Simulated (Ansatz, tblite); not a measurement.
# The cluster In7Sb8: a ladder of methods and basis sets

Aim: run the doublet of the cluster In7Sb8 at one geometry on many levels, and compare frontier levels, spin and run time.

Method: as each input shows; program: Ansatz 0.2.0, Gaussian basis.

Levels to be run: GFN1-xTB, GFN2-xTB, PBE-D4/def2-TZVP, r2SCAN-D4/def2-TZVP, BHLYP-D4/def2-TZVP, PBE-D4/def2-SVP, PBE0-D4/def2-SVP, MP2/def2-SVP, RPA/def2-SVP.

2 further runs of the same task are left out: 2 set aside as unsound or not needed.

**1. The geometry**

The geometry is that of the doublet, from an earlier relaxation (PBE-D4/def2-SVP). At that level it is the lowest of the isomers that a small search found.

15 atoms, charge 0, spin multiplicity 2.

Bond lengths: In1–In4 3.368 Å, In1–Sb10 3.244 Å, In1–Sb11 3.106 Å, In1–Sb12 3.208 Å, In1–Sb13 3.369 Å, In2–Sb9 3.316 Å, In2–Sb11 3.208 Å, In2–Sb12 3.127 Å, In3–Sb10 3.349 Å, In3–Sb14 3.270 Å, In3–Sb15 3.346 Å, In4–Sb12 3.151 Å, In5–Sb8 2.961 Å, In5–Sb9 2.971 Å, In5–Sb11 3.048 Å, In5–Sb13 3.217 Å, In6–Sb9 3.277 Å, In6–Sb12 3.128 Å and more. Angles: In4–In1–Sb10 105.1°, In4–In1–Sb11 137.2°, In4–In1–Sb12 57.2°, In4–In1–Sb13 65.6°, Sb10–In1–Sb11 53.7°, Sb10–In1–Sb12 118.1°, Sb10–In1–Sb13 66.2°, Sb11–In1–Sb12 97.2°, Sb11–In1–Sb13 71.6°, Sb12–In1–Sb13 52.2°, Sb9–In2–Sb11 99.8°, Sb9–In2–Sb12 87.3°, Sb11–In2–Sb12 96.8°, Sb10–In3–Sb14 108.3°, Sb10–In3–Sb15 91.9°, Sb14–In3–Sb15 51.9°, In1–In4–Sb12 58.9°, Sb8–In5–Sb9 110.5° and more.

In, Sb take a core potential in the def2 sets. No spin-orbit coupling is included.

PBE0-D4/def2-TZVP was run before; its log isn't repeated, and its numbers join the tables.

**2. GFN1-xTB**

Tight binding, by tblite at 300 K electronic temperature and without a spin-polarisation term:

```python
tblite.interface.Calculator('GFN1-xTB', numbers, positions, charge=0, uhf=1).singlepoint()
```

Energy -849.0956 eV; 0.11 s.

**3. GFN2-xTB**

Tight binding, by tblite at 300 K electronic temperature and without a spin-polarisation term:

```python
tblite.interface.Calculator('GFN2-xTB', numbers, positions, charge=0, uhf=1).singlepoint()
```

Energy -727.3941 eV; 1.1 s.

**4. PBE-D4/def2-TZVP**

start.molden holds the orbitals of an earlier run on this state, given as this run's starting guess.

File in.yaml:

```yaml
crystal:
  periodic: [false, false, false]
  atoms:
    - {symbol: In, position_ang: [2.420829, -2.766655, -3.471112]}
    - {symbol: In, position_ang: [1.577360, -2.733645, 0.586542]}
    - {symbol: In, position_ang: [3.907567, 1.098493, -4.625432]}
    - {symbol: In, position_ang: [5.680655, -1.921467, -3.507822]}
    - {symbol: In, position_ang: [0.357091, 0.619981, -0.290460]}
    - {symbol: In, position_ang: [5.615502, -1.004225, 1.097445]}
    - {symbol: In, position_ang: [4.319916, 2.713207, 0.878380]}
    - {symbol: Sb, position_ang: [1.094949, 2.516664, -2.441802]}
    - {symbol: Sb, position_ang: [2.627175, 0.247381, 1.588933]}
    - {symbol: Sb, position_ang: [0.819189, 0.020665, -3.904826]}
    - {symbol: Sb, position_ang: [-0.149090, -1.868539, -1.975213]}
    - {symbol: Sb, position_ang: [4.314733, -3.034563, -0.895107]}
    - {symbol: Sb, position_ang: [3.260700, -0.359660, -1.269023]}
    - {symbol: Sb, position_ang: [5.649287, 1.148047, -1.857823]}
    - {symbol: Sb, position_ang: [3.809835, 3.361716, -2.162782]}
basis:
  gaussian: {orbitals: def2-TZVP, fitting: {mean_field: def2-universal-jkfit}, initial_orbitals: start.molden}
magnetization: {spin_polarized: true, initial_magnetization: 1}
hamiltonian: {xc: pbe, dispersion: d4}
scf: {omitted_lower_state_checks: [starts]}
output: {forces: true, orbitals: {seedname: orbitals}}
```

Launch:

```console
$ ansatz run in.yaml --threads 2 --pin off --events-out ev --progress --plain --max-ram 20480MiB --backend cuda --devices 0, --max-vram 18GiB
```

Further steps of the session: r2SCAN-D4/def2-TZVP; BHLYP-D4/def2-TZVP; PBE-D4/def2-SVP; PBE0-D4/def2-SVP; MP2/def2-SVP; RPA/def2-SVP.

Q: Predict the results of all the runs planned. Wanted: gap in def2-TZVP, named functionals, smallest and largest; correlation energy, MP2/def2-SVP; binding an atom, functionals in def2-TZVP; ⟨S²⟩ in def2-TZVP, named functionals, smallest and largest; PBE0 total energy, smallest basis above largest.

The runs gave:

| quantity | value |
| --- | --- |
| gap in def2-TZVP, named functionals, smallest and largest | 0.24 eV (PBE-D4), 2.29 eV (BHLYP-D4) |
| correlation energy, MP2/def2-SVP | -44.67 eV |
| binding an atom, functionals in def2-TZVP | 2.04 (BHLYP-D4) to 2.35 eV (PBE-D4) |
| ⟨S²⟩ in def2-TZVP, named functionals, smallest and largest | 0.755, 0.791 |
| PBE0 total energy, smallest basis above largest | 2.47 eV (def2-SVP, def2-TZVP) |

What this shows: Over the named functionals in def2-TZVP the gap runs from 0.24 eV (PBE-D4) to 2.29 eV (BHLYP-D4); exact exchange widens it. Over the named functionals in def2-TZVP spin contamination reaches 0.04 (BHLYP-D4), which is small.
